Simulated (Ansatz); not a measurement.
Working through a geometry optimisation of C2H4BNOS, SMILES O=C1NCB1S

With the Ansatz DFT code, driven from Python.

Contents of `c2h4bnos.xyz`:
```text
10

O    -0.68190    0.48550    2.29110
C    -0.39210    0.04860    1.16630
N     0.04210   -1.25940    0.70370
C     0.24720   -0.74240   -0.62550
B    -0.28940    0.63520   -0.32080
S    -0.59650    2.28570   -1.19620
H     0.28450   -2.17760    1.18170
H    -0.48840   -1.26630   -1.30930
H     1.22850   -0.75650   -0.93860
H     0.72900    2.69600   -0.94940
```

Run as a notebook:

In [1]:
```python
import warnings

import ansatz as az
import numpy as np
```

In [2]:
```python
BASIS_SET = "6-31G*"
XC = "PBE"
```

In [3]:
```python
warnings.simplefilter("ignore", az.DeckWarning)
```

In [4]:
```python
system = az.Crystal.molecule_from_extxyz("c2h4bnos.xyz")
```

In [5]:
```python
model = (
    system.calculation()
    .basis(gaussian=BASIS_SET)
    .functional(XC)
)
symbols = [site.symbol for site in system.cartesian_sites]
start = np.array([site.position_ang for site in system.cartesian_sites], dtype=float)
def progress(event):
    if event["event"] == "relax_step":
        row = event["data"]
        print(f"step {row['step']:3d}  E = {row['lagrangian_ev']:.6f} eV  largest force component {row['allowed_force_max_ev_ang']:.4f} eV/A")
```

In [6]:
```python
data = model.relax(force_tolerance=0.01, max_steps=100).session().plan().execute(on_event=progress).report
end = np.array(data["positions_ang"])
```
```text
step   1  E = -17173.485270 eV  largest force component 2.8920 eV/A
step   2  E = -17174.207146 eV  largest force component 0.9307 eV/A
step   3  E = -17174.315671 eV  largest force component 0.4073 eV/A
step   4  E = -17174.429362 eV  largest force component 0.8492 eV/A
step   5  E = -17174.611091 eV  largest force component 0.9369 eV/A
step   6  E = -17174.821588 eV  largest force component 0.7188 eV/A
step   7  E = -17174.960966 eV  largest force component 0.8415 eV/A
step   8  E = -17175.041249 eV  largest force component 0.4160 eV/A
step   9  E = -17175.037119 eV  largest force component 0.5874 eV/A
step  10  E = -17175.061094 eV  largest force component 0.2562 eV/A
step  11  E = -17175.068495 eV  largest force component 0.1952 eV/A
step  12  E = -17175.071379 eV  largest force component 0.0714 eV/A
step  13  E = -17175.070689 eV  largest force component 0.2104 eV/A
step  14  E = -17175.072573 eV  largest force component 0.0207 eV/A
step  15  E = -17175.072947 eV  largest force component 0.0105 eV/A
step  16  E = -17175.072959 eV  largest force component 0.0041 eV/A
```

In [7]:
```python
for key in ("converged", "free_energy_ev", "reference_energy_ev", "n_frozen", "n_occupied", "n_virtual"):
    print(f"{key:22s} {data[key]}")
```
```text
converged              True
free_energy_ev         -17175.07298478176
reference_energy_ev    -17175.07298478176
n_frozen               0
n_occupied             [26, 26]
n_virtual              [76, 76]
```

In [8]:
```python
print("final positions (A) and the move of each atom")
for symbol, xyz, old in zip(symbols, end, start):
    print(f"{symbol:2s} {xyz[0]:10.5f} {xyz[1]:10.5f} {xyz[2]:10.5f}   {np.linalg.norm(xyz - old):7.4f}")
with open("c2h4bnos_opt.xyz", "w") as handle:
    handle.write(f"{len(symbols)}\nrelaxed C2H4BNOS\n")
    handle.writelines(f"{s:2s} {x:11.6f} {y:11.6f} {z:11.6f}\n" for s, (x, y, z) in zip(symbols, end))
```
```text
final positions (A) and the move of each atom
O    -0.90158    0.21079    2.45195    0.3868
C    -0.46594    0.02505    1.32428    0.1760
N    -0.02009   -1.15305    0.71248    0.1235
C     0.35937   -0.65967   -0.63296    0.1396
B    -0.11534    0.77186   -0.07695    0.3293
S    -0.24230    2.45078   -0.63895    0.6806
H     0.03009   -2.10501    1.09203    0.2793
H    -0.23476   -1.09646   -1.45783    0.3395
H     1.43450   -0.77279   -0.86814    0.2183
H     0.23904    2.27729   -1.90292    1.1509
```

It writes `c2h4bnos_opt.xyz`:
```text
10
relaxed C2H4BNOS
O    -0.901576    0.210790    2.451953
C    -0.465937    0.025054    1.324278
N    -0.020086   -1.153050    0.712479
C     0.359366   -0.659666   -0.632959
B    -0.115338    0.771863   -0.076946
S    -0.242297    2.450778   -0.638952
H     0.030093   -2.105005    1.092034
H    -0.234764   -1.096465   -1.457828
H     1.434500   -0.772793   -0.868136
H     0.239040    2.277294   -1.902922
```

What to keep in mind:
- Total energies depend on the basis set; only differences at equal settings carry meaning.
- The end point is the stationary point reached from this start; no frequency run checks that it is a minimum, and the basis set is modest.
- The whole script took 75 s on 1 thread of Arm Neoverse V1, with other jobs on the host, peak memory 0.27 GiB.
